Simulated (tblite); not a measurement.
# CH11ClSi4: the cost of one run

Programs: tblite 0.8.0 and PySCF 2.14.0, with density-fitted response routines of our own. Each step states its level of theory. These are calculated values for one molecule in the gas phase, unless marked as measured. Atoms are numbered from 0 throughout.

## Step 1: The starting structure

17 atoms, charge 0, multiplicity 1; geometry from: force field or distance geometry start.

Bonds of the start (Å): Si0–Si1 2.21, Si1–Si2 2.24, Si2–Si3 2.22, Si2–C4 1.87, C4–Cl5 1.77, Si0–H6 1.48, Si0–H7 1.47, Si0–H8 1.47, Si1–H9 1.47, Si1–H10 1.46, Si2–H11 1.48, Si3–H12 1.46, Si3–H13 1.48, Si3–H14 1.48, C4–H15 1.11, C4–H16 1.11.

## Step 2: Relaxing the molecule with GFN2-xTB

Job settings and geometry (Å):

```
{"job": {"kind": "relax", "xc": "GFN2-xTB", "basis": "xTB"}, "charge": 0, "multiplicity": 1}
Si    -2.604900    -0.526900     0.583400
Si    -0.891700    -1.268400    -0.601300
Si     0.745800     0.241700    -0.807900
Si     2.549100    -0.495700     0.262900
C      0.263800     1.866500    -0.011000
Cl     1.377600     2.238900     1.308100
H     -3.829600    -1.306500     0.318000
H     -2.343100    -0.443300     2.032300
H     -2.906900     0.849000     0.148400
H     -0.337200    -2.451300     0.078500
H     -1.371400    -1.660400    -1.920600
H      1.001100     0.449100    -2.246400
H      3.628500    -0.539100    -0.715900
H      2.351300    -1.883900     0.749200
H      2.862600     0.408100     1.397100
H      0.249300     2.706100    -0.732700
H     -0.751400     1.828100     0.447000
```

Command:

```console
OMP_NUM_THREADS=1 python probes_run.py task.json out
```

The driver reads the jobs from task.json and runs them one after another.

Q: Estimate the wall time and peak memory of this first job on 1 thread of Intel Xeon at 2.50GHz, shared host.

About 6 s, with a peak of 0.18 GiB.
